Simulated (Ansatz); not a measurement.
Ga3Se:

```
Se Ga
1.0
     4.43246    0.00000    0.00000
     0.00000    4.43246    0.00000
     0.00000    0.00000    4.43246
Se Ga
1 3
Direct
  0.00000 0.00000 0.00000
  0.50000 0.50000 0.00000
  0.50000 0.00000 0.50000
  0.00000 0.50000 0.50000
```

The cell comes from a database or a generator and needn't be the stable form of this composition.

Base run:

```yaml
Program: Ansatz 0.2.0
Functional: PBEsol
Potentials_or_basis: all-electron LAPW, scalar-relativistic
Cutoff: 158 eV
Density_cutoff: 632 eV
Basis_error_allowed: 0.002 eV/atom
k_mesh: 6 × 6 × 6
Occupations: fermi-dirac, width 0.05 eV
Spin: no spin polarisation
```

Its results: pressure -3.6 GPa.

After a change of settings the same cell gave: pressure -0.6 GPa. Which change was it?
A. functional from PBEsol to PBE
B. functional from PBEsol to LDA
C. potentials or basis from all-electron LAPW, scalar-relativistic to all-electron PAW datasets made for the crystal
D. k mesh from 6 × 6 × 6 to 4 × 4 × 4; occupations from fermi-dirac, width 0.05 eV to fermi-dirac, width 0.03 eV

A.

PBE binds less tightly than PBEsol, so the same cell stands under more pressure.

Not every run made on this cell is shown here.
